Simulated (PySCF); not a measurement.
# C₂H₅ClGe: fields and orbitals, part 3 of 3

Aim: take C₂H₅ClGe and localise its valence orbitals, compute its lowest excited states and see where an electron leaves and enters.

PySCF 2.14.0; Gaussian basis, gas phase. Earlier steps stand in the parts before.

## Step 6: Removing and adding an electron (B3LYP/def2-tzvp)

input.py

```python
import numpy as np
from pyscf import gto, scf, dft
from pyscf.scf import atom_ks, atom_hf
from scipy.linalg import block_diag

def solve(mol, dm0=None, hcore=None):
    mf = (dft.UKS if mol.spin else dft.RKS)(mol, xc='b3lyp')
    mf.grids.level = 3
    mf = mf.density_fit(auxbasis='def2-universal-jkfit')
    mf.conv_tol, mf.max_cycle = 1e-8, 80
    if hcore is not None:
        mf.get_hcore = lambda *args: hcore
    mf.kernel(dm0)
    if not mf.converged:
        mf = mf.newton().run(mf.mo_coeff, mf.mo_occ, max_cycle=30)
    assert mf.converged, 'SCF not converged'
    return mf

mol = gto.M(atom='''
Cl    -2.87725    -0.02817     0.00002
C     -1.20693     0.39124    -0.00015
C     -0.23085    -0.49976     0.00001
Ge     1.64400     0.02324     0.00007
H     -1.04046     1.45823     0.00039
H     -0.47470    -1.55277    -0.00054
H      1.97491     0.83622     1.20598
H      2.49876    -1.19864    -0.00426
H      1.97351     0.84322    -1.20328
''', basis='def2-tzvp', charge=0, spin=0, verbose=4)
mf = solve(mol)
out = dict(e0=mf.e_tot, dm0=mf.make_rdm1(), c=mf.mo_coeff, occ=mf.mo_occ, eps=mf.mo_energy)
for name, dq, spin in [('cation', 1, 1), ('anion', -1, 1)]:
    ion = mol.copy().set(charge=mol.charge + dq, spin=spin).build()
    mi = solve(ion)
    if spin and dq > 0 and mol.nao < 130:
        c, _, stable, _ = mi.stability(return_status=True)
        if not stable:
            mi = solve(ion, mi.make_rdm1(c, mi.mo_occ))
    print(name, 'vertical energy change / eV', (mi.e_tot - mf.e_tot) * 27.211386)
    out.update({'e_' + name: mi.e_tot, 'dm_' + name: mi.make_rdm1(), 's2_' + name: mi.spin_square()[0], 'eps_' + name: mi.mo_energy, 'occ_' + name: mi.mo_occ})
# spherically averaged free atoms, for the promolecule
atm = atom_ks.get_atm_nrks(mol, xc='b3lyp')
pro = block_diag(*[(atm[a[0]][2] * atm[a[0]][3]) @ atm[a[0]][2].T for a in mol._atom])
np.savez('result.npz', pro=pro, **out)
```

Run with:

```bash
$ OMP_NUM_THREADS=1 python input.py
```

Log:

```text
[ENV] PYSCF_TMPDIR <dir>
[ENV] PYSCF_MAX_MEMORY 1375
[INPUT] verbose = 4
[INPUT] num. atoms = 9
[INPUT] num. electrons = 66
[INPUT] charge = 0
[INPUT] spin (= nelec alpha-beta = 2S) = 0
[INPUT] symmetry False subgroup None
[INPUT] Mole.unit = angstrom
[INPUT] Symbol           X                Y                Z      unit          X                Y                Z       unit  Magmom
[INPUT]  1 Cl    -2.877250000000  -0.028170000000   0.000020000000 AA   -5.437214491905  -0.053233584929   0.000037794522 Bohr   0.0
[INPUT]  2 C     -1.206930000000   0.391240000000  -0.000150000000 AA   -2.280767151521   0.739336448975  -0.000283458919 Bohr   0.0
[INPUT]  3 C     -0.230850000000  -0.499760000000   0.000010000000 AA   -0.436243275856  -0.944409528013   0.000018897261 Bohr   0.0
[INPUT]  4 Ge     1.644000000000   0.023240000000   0.000070000000 AA    3.106709748785   0.043917235135   0.000132280829 Bohr   0.0
[INPUT]  5 H     -1.040460000000   1.458230000000   0.000390000000 AA   -1.966184443565   2.755655326625   0.000736993189 Bohr   0.0
[INPUT]  6 H     -0.474700000000  -1.552770000000  -0.000540000000 AA   -0.897052991331  -2.934310034441  -0.001020452107 Bohr   0.0
[INPUT]  7 H      1.974910000000   0.836220000000   1.205980000000 AA    3.732039020665   1.580226779884   2.278971911703 Bohr   0.0
[INPUT]  8 H      2.498760000000  -1.198640000000  -0.004260000000 AA    4.721972051018  -2.265101321949  -0.008050233291 Bohr   0.0
[INPUT]  9 H      1.973510000000   0.843220000000  -1.203280000000 AA    3.729393404090   1.593454862756  -2.273869651167 Bohr   0.0

nuclear repulsion = 291.86124626163
number of shells = 71
number of NR pGTOs = 295
number of NR cGTOs = 177
basis = def2-tzvp
ecp = {}

******** <class 'pyscf.df.df_jk.DFRKS'> ********
method = DFRKS
initial guess = minao
damping factor = 0
level_shift factor = 0
DIIS = <class 'pyscf.scf.diis.CDIIS'>
diis_start_cycle = 1
diis_space = 8
diis_damp = 0
SCF conv_tol = 1e-08
SCF conv_tol_grad = None
SCF max_cycles = 80
direct_scf = False
XC library pyscf.dft.libxc version 7.0.0
    S. Lehtola, C. Steigemann, M. J.T. Oliveira, and M. A.L. Marques.,  SoftwareX 7, 1–5 (2018)
XC functionals = b3lyp
    P. J. Stephens, F. J. Devlin, C. F. Chabalowski, and M. J. Frisch.,  J. Phys. Chem. 98, 11623 (1994)
radial grids:
    Treutler-Ahlrichs [JCP 102, 346 (1995); DOI:10.1063/1.469408] (M4) radial grids

becke partition: Becke, JCP 88, 2547 (1988); DOI:10.1063/1.454033
pruning grids: <function nwchem_prune at 0x73744a581f80>
grids dens level: 3
symmetrized grids: False
atomic radii adjust function: <function treutler_atomic_radii_adjust at 0x73744a582480>
small_rho_cutoff = 0
Set gradient conv threshold to 0.0001
Initial guess from minao.
tot grids = 116800
******** <class 'pyscf.df.df.DF'> ********
auxbasis = def2-universal-jkfit
init E= -2616.18374309982
[... the frontier-level lines of each cycle are left out ...]
cycle= 1 E= -2616.43925591052  delta_E= -0.256  |g|= 0.747  |ddm|= 2.35
cycle= 2 E= -2616.40214015711  delta_E= 0.0371  |g|= 0.92  |ddm|= 0.823
cycle= 3 E= -2616.49043165062  delta_E= -0.0883  |g|= 0.112  |ddm|= 0.514
cycle= 4 E= -2616.49335495033  delta_E= -0.00292  |g|= 0.0448  |ddm|= 0.105
cycle= 5 E= -2616.49380366381  delta_E= -0.000449  |g|= 0.00795  |ddm|= 0.031
cycle= 6 E= -2616.49381644101  delta_E= -1.28e-05  |g|= 0.00288  |ddm|= 0.00825
cycle= 7 E= -2616.49381806911  delta_E= -1.63e-06  |g|= 0.000951  |ddm|= 0.00284
cycle= 8 E= -2616.49381830308  delta_E= -2.34e-07  |g|= 0.000126  |ddm|= 0.000771
cycle= 9 E= -2616.49381830763  delta_E= -4.55e-09  |g|= 2.96e-05  |ddm|= 0.000151
Extra cycle  E= -2616.49381830758  delta_E= 5.14e-11  |g|= 3.58e-05  |ddm|= 5.77e-05
converged SCF energy = -2616.49381830758

******** <class 'pyscf.df.df_jk.DFUKS'> ********
method = DFUKS
initial guess = minao
damping factor = 0
level_shift factor = 0
DIIS = <class 'pyscf.scf.diis.CDIIS'>
diis_start_cycle = 1
diis_space = 8
diis_damp = 0
SCF conv_tol = 1e-08
SCF conv_tol_grad = None
SCF max_cycles = 80
direct_scf = False
number electrons alpha = 33  beta = 32
XC library pyscf.dft.libxc version 7.0.0
    S. Lehtola, C. Steigemann, M. J.T. Oliveira, and M. A.L. Marques.,  SoftwareX 7, 1–5 (2018)
XC functionals = b3lyp
    P. J. Stephens, F. J. Devlin, C. F. Chabalowski, and M. J. Frisch.,  J. Phys. Chem. 98, 11623 (1994)
radial grids:
    Treutler-Ahlrichs [JCP 102, 346 (1995); DOI:10.1063/1.469408] (M4) radial grids

becke partition: Becke, JCP 88, 2547 (1988); DOI:10.1063/1.454033
pruning grids: <function nwchem_prune at 0x73744a581f80>
grids dens level: 3
symmetrized grids: False
atomic radii adjust function: <function treutler_atomic_radii_adjust at 0x73744a582480>
small_rho_cutoff = 0
Set gradient conv threshold to 0.0001
tot grids = 116800
******** <class 'pyscf.df.df.DF'> ********
auxbasis = def2-universal-jkfit
init E= -2616.18374309982


cycle= 1 E= -2616.08756508557  delta_E= 0.0962  |g|= 0.522  |ddm|= 1.66
cycle= 2 E= -2616.04599320251  delta_E= 0.0416  |g|= 0.662  |ddm|= 0.608
cycle= 3 E= -2616.13610988802  delta_E= -0.0901  |g|= 0.113  |ddm|= 0.366
cycle= 4 E= -2616.1418197509  delta_E= -0.00571  |g|= 0.0349  |ddm|= 0.104
cycle= 5 E= -2616.14244226019  delta_E= -0.000623  |g|= 0.00922  |ddm|= 0.031
cycle= 6 E= -2616.14249219576  delta_E= -4.99e-05  |g|= 0.00271  |ddm|= 0.00823
cycle= 7 E= -2616.14249674833  delta_E= -4.55e-06  |g|= 0.000933  |ddm|= 0.00287
cycle= 8 E= -2616.14249729383  delta_E= -5.46e-07  |g|= 0.000449  |ddm|= 0.0011
...
Extra cycle  E= -2616.45439739801  delta_E= -2.1e-10  |g|= 1.31e-05  |ddm|= 8.98e-05
converged SCF energy = -2616.45439739801  <S^2> = 0.75308075  2S+1 = 2.0030784
anion vertical energy change / eV 1.0726975866263981
Spherically averaged atomic KS for {'Ge', 'Cl', 'H', 'C'}

******** <class 'pyscf.scf.atom_ks.AtomSphAverageRKS'> ********
method = AtomSphAverageRKS
initial guess = vsap
damping factor = 0
level_shift factor = 0
diis_start_cycle = 1
diis_space = 12
SCF conv_tol = 1e-09
SCF conv_tol_grad = None
SCF max_cycles = 50
direct_scf = True
direct_scf_tol = 1e-13
XC library pyscf.dft.libxc version 7.0.0
    S. Lehtola, C. Steigemann, M. J.T. Oliveira, and M. A.L. Marques.,  SoftwareX 7, 1–5 (2018)
XC functionals = b3lyp
    P. J. Stephens, F. J. Devlin, C. F. Chabalowski, and M. J. Frisch.,  J. Phys. Chem. 98, 11623 (1994)
radial grids:
    Treutler-Ahlrichs [JCP 102, 346 (1995); DOI:10.1063/1.469408] (M4) radial grids

becke partition: Becke, JCP 88, 2547 (1988); DOI:10.1063/1.454033
pruning grids: <function nwchem_prune at 0x73744a581f80>
grids dens level: 3
symmetrized grids: False
atomic radii adjust function: <function treutler_atomic_radii_adjust at 0x73744a582480>
User specified grid scheme (100, 434)
small_rho_cutoff = 0
Set gradient conv threshold to 3.16228e-05
tot grids = 23744
init E= -168.256020974036
cycle= 1 E= -168.258113621055  delta_E= -0.00209  |g|=    0  |ddm|= 0.107
cycle= 2 E= -168.258305135387  delta_E= -0.000192  |g|=    0  |ddm|= 0.0634
cycle= 3 E= -168.25848906985  delta_E= -0.000184  |g|=    0  |ddm|= 0.0363
cycle= 4 E= -168.258493914973  delta_E= -4.85e-06  |g|=    0  |ddm|= 0.0129
cycle= 5 E= -168.258499985175  delta_E= -6.07e-06  |g|=    0  |ddm|= 0.0064
cycle= 6 E= -168.258500061393  delta_E= -7.62e-08  |g|=    0  |ddm|= 0.00159
cycle= 7 E= -168.258500157415  delta_E= -9.6e-08  |g|=    0  |ddm|= 0.000798
cycle= 8 E= -168.258500158595  delta_E= -1.18e-09  |g|=    0  |ddm|= 0.000199
cycle= 9 E= -168.258500160104  delta_E= -1.51e-09  |g|=    0  |ddm|= 7.57e-05
cycle= 10 E= -168.258500160122  delta_E= -1.76e-11  |g|=    0  |ddm|= 6.12e-06
Extra cycle  E= -168.258500160123  delta_E= -1.53e-12  |g|=    0  |ddm|= 6.25e-06
Atomic HF for atom  Cl  converged. SCF energy = -168.258500160123

******** <class 'pyscf.scf.atom_ks.AtomSphAverageRKS'> ********
method = AtomSphAverageRKS
initial guess = vsap
damping factor = 0
level_shift factor = 0
diis_start_cycle = 1
diis_space = 12
SCF conv_tol = 1e-09
SCF conv_tol_grad = None
SCF max_cycles = 50
direct_scf = True
direct_scf_tol = 1e-13
XC library pyscf.dft.libxc version 7.0.0
    S. Lehtola, C. Steigemann, M. J.T. Oliveira, and M. A.L. Marques.,  SoftwareX 7, 1–5 (2018)
XC functionals = b3lyp
    P. J. Stephens, F. J. Devlin, C. F. Chabalowski, and M. J. Frisch.,  J. Phys. Chem. 98, 11623 (1994)
radial grids:
    Treutler-Ahlrichs [JCP 102, 346 (1995); DOI:10.1063/1.469408] (M4) radial grids

becke partition: Becke, JCP 88, 2547 (1988); DOI:10.1063/1.454033
pruning grids: <function nwchem_prune at 0x73744a581f80>
grids dens level: 3
symmetrized grids: False
atomic radii adjust function: <function treutler_atomic_radii_adjust at 0x73744a582480>
User specified grid scheme (100, 434)
small_rho_cutoff = 0
Set gradient conv threshold to 3.16228e-05
tot grids = 24752
init E= 254.156159610493
cycle= 1 E= 254.130164839128  delta_E= -0.026  |g|=    0  |ddm|= 0.601
cycle= 2 E= 254.121540998725  delta_E= -0.00862  |g|=    0  |ddm|= 0.353
cycle= 3 E= 254.110315353454  delta_E= -0.0112  |g|=    0  |ddm|= 0.179
cycle= 4 E= 254.110161196115  delta_E= -0.000154  |g|=    0  |ddm|= 0.0459
cycle= 5 E= 254.109980540097  delta_E= -0.000181  |g|=    0  |ddm|= 0.0229
cycle= 6 E= 254.109977866337  delta_E= -2.67e-06  |g|=    0  |ddm|= 0.00599
cycle= 7 E= 254.109974776925  delta_E= -3.09e-06  |g|=    0  |ddm|= 0.00299
cycle= 8 E= 254.109974730758  delta_E= -4.62e-08  |g|=    0  |ddm|= 0.000786
cycle= 9 E= 254.109974677521  delta_E= -5.32e-08  |g|=    0  |ddm|= 0.000393
cycle= 10 E= 254.109974676725  delta_E= -7.97e-10  |g|=    0  |ddm|= 0.000103
Extra cycle  E= 254.109974676291  delta_E= -4.33e-10  |g|=    0  |ddm|= 7.61e-05
Atomic HF for atom  C  converged. SCF energy = 254.109974676291

******** <class 'pyscf.scf.atom_ks.AtomSphAverageRKS'> ********
method = AtomSphAverageRKS
initial guess = vsap
damping factor = 0
level_shift factor = 0
diis_start_cycle = 1
diis_space = 12
SCF conv_tol = 1e-09
SCF conv_tol_grad = None
SCF max_cycles = 50
direct_scf = True
direct_scf_tol = 1e-13
XC library pyscf.dft.libxc version 7.0.0
    S. Lehtola, C. Steigemann, M. J.T. Oliveira, and M. A.L. Marques.,  SoftwareX 7, 1–5 (2018)
XC functionals = b3lyp
    P. J. Stephens, F. J. Devlin, C. F. Chabalowski, and M. J. Frisch.,  J. Phys. Chem. 98, 11623 (1994)
radial grids:
    Treutler-Ahlrichs [JCP 102, 346 (1995); DOI:10.1063/1.469408] (M4) radial grids

becke partition: Becke, JCP 88, 2547 (1988); DOI:10.1063/1.454033
pruning grids: <function nwchem_prune at 0x73744a581f80>
grids dens level: 3
symmetrized grids: False
atomic radii adjust function: <function treutler_atomic_radii_adjust at 0x73744a582480>
User specified grid scheme (100, 434)
small_rho_cutoff = 0
Set gradient conv threshold to 3.16228e-05
tot grids = 22928
init E= -1785.0164530646
cycle= 1 E= -1785.0107483456  delta_E= 0.0057  |g|=    0  |ddm|= 0.403
cycle= 2 E= -1784.99275880221  delta_E= 0.018  |g|=    0  |ddm|= 0.55
cycle= 3 E= -1785.04428404872  delta_E= -0.0515  |g|=    0  |ddm|= 0.279
cycle= 4 E= -1785.04412416866  delta_E= 0.00016  |g|=    0  |ddm|= 0.057
cycle= 5 E= -1785.04467902122  delta_E= -0.000555  |g|=    0  |ddm|= 0.0304
cycle= 6 E= -1785.04467780012  delta_E= 1.22e-06  |g|=    0  |ddm|= 0.00498
cycle= 7 E= -1785.04468227306  delta_E= -4.47e-06  |g|=    0  |ddm|= 0.0027
cycle= 8 E= -1785.0446822684  delta_E= 4.66e-09  |g|=    0  |ddm|= 0.000386
cycle= 9 E= -1785.04468229417  delta_E= -2.58e-08  |g|=    0  |ddm|= 0.000209
cycle= 10 E= -1785.04468229422  delta_E= -5.46e-11  |g|=    0  |ddm|= 3.76e-05
Extra cycle  E= -1785.04468229423  delta_E= -7.28e-12  |g|=    0  |ddm|= 1.25e-05
Atomic HF for atom  Ge  converged. SCF energy = -1785.04468229423

******** <class 'pyscf.scf.atom_ks.AtomSphAverageRKS'> ********
method = AtomSphAverageRKS
initial guess = vsap
damping factor = 0
level_shift factor = 0
diis_start_cycle = 1
diis_space = 12
SCF conv_tol = 1e-09
SCF conv_tol_grad = None
SCF max_cycles = 50
direct_scf = True
direct_scf_tol = 1e-13
XC library pyscf.dft.libxc version 7.0.0
    S. Lehtola, C. Steigemann, M. J.T. Oliveira, and M. A.L. Marques.,  SoftwareX 7, 1–5 (2018)
XC functionals = b3lyp
    P. J. Stephens, F. J. Devlin, C. F. Chabalowski, and M. J. Frisch.,  J. Phys. Chem. 98, 11623 (1994)
radial grids:
    Treutler-Ahlrichs [JCP 102, 346 (1995); DOI:10.1063/1.469408] (M4) radial grids

becke partition: Becke, JCP 88, 2547 (1988); DOI:10.1063/1.454033
pruning grids: <function nwchem_prune at 0x73744a581f80>
grids dens level: 3
symmetrized grids: False
atomic radii adjust function: <function treutler_atomic_radii_adjust at 0x73744a582480>
User specified grid scheme (100, 434)
small_rho_cutoff = 0
Set gradient conv threshold to 3.16228e-05
tot grids = 26240
init E= 291.425682134049
cycle= 1 E= 291.413993825018  delta_E= -0.0117  |g|=    0  |ddm|= 0.295
cycle= 2 E= 291.413791602387  delta_E= -0.000202  |g|=    0  |ddm|= 0.0348
cycle= 3 E= 291.413787582838  delta_E= -4.02e-06  |g|=    0  |ddm|= 0.00499
cycle= 4 E= 291.413787504065  delta_E= -7.88e-08  |g|=    0  |ddm|= 0.000696
cycle= 5 E= 291.413787502518  delta_E= -1.55e-09  |g|=    0  |ddm|= 9.76e-05
cycle= 6 E= 291.413787502492  delta_E= -2.54e-11  |g|=    0  |ddm|= 6.89e-06
Extra cycle  E= 291.413787502487  delta_E= -5.46e-12  |g|=    0  |ddm|= 5.82e-06
Atomic HF for atom  H  converged. SCF energy = 291.413787502487
```

Run time: 71 s. Hardware: 1 thread of Intel Xeon Platinum 8488C (Sapphire Rapids), shared host; peak memory 0.86 GiB.

## Step 7: What the saved matrices give

Fukui function at fixed geometry.

f⁺ (Hirshfeld-condensed), largest first: Cl1 (0.18), C2 (0.17) and Ge4 (0.17); the vertical electron affinity is −1.07 eV (negative: the extra electron isn't bound in the gas phase and is held by the finite basis). Orbital relaxation makes it negative in places (0.20 e in all).

```tsv
atom	f⁺	charge
Cl1	+0.18	−0.03
C2	+0.17	−0.03
C3	+0.15	−0.14
Ge4	+0.17	+0.32
H5	+0.07	+0.05
H6	+0.07	+0.04
H7	+0.07	−0.07
H8	+0.05	−0.07
H9	+0.07	−0.07
```

Dual descriptor f⁺ − f⁻.

Electrophilic (positive): Ge4 (+0.07) and C2 (+0.04). Nucleophilic (negative): Cl1 (−0.13). f⁻ (Hirshfeld-condensed), largest first: Cl1 (0.31), C3 (0.17) and C2 (0.13); the vertical ionisation energy is 9.56 eV. f⁺ (Hirshfeld-condensed), largest first: Cl1 (0.18), C2 (0.17) and Ge4 (0.17); the vertical electron affinity is −1.07 eV (negative: the extra electron isn't bound in the gas phase and is held by the finite basis).

```tsv
atom	f⁻	f⁺	charge
Cl1	+0.31	+0.18	−0.03
C2	+0.13	+0.17	−0.03
C3	+0.17	+0.15	−0.14
Ge4	+0.10	+0.17	+0.32
H5	+0.05	+0.07	+0.05
H6	+0.06	+0.07	+0.04
H7	+0.07	+0.07	−0.07
H8	+0.05	+0.05	−0.07
H9	+0.07	+0.07	−0.07
```

## Step 8: Outcome

The summary covers parts 1 to 3.

```
                                                 quantity     value
localised occupied orbitals above −45 eV (wB97X/6-311g**)        17
                lowest singlet excitation (PBE0/def2-svp)   6.67 eV
             vertical ionisation energy (B3LYP/def2-tzvp)   9.56 eV
             vertical electron affinity (B3LYP/def2-tzvp)  -1.07 eV
```

In words: The ionisation energy from two SCF runs, 9.56 eV, lies 2.2 eV above −ε(HOMO) = 7.32 eV of the same level, B3LYP/def2-tzvp, since self-interaction lifts this functional's HOMO. All values hold at the given geometry, in the gas phase.
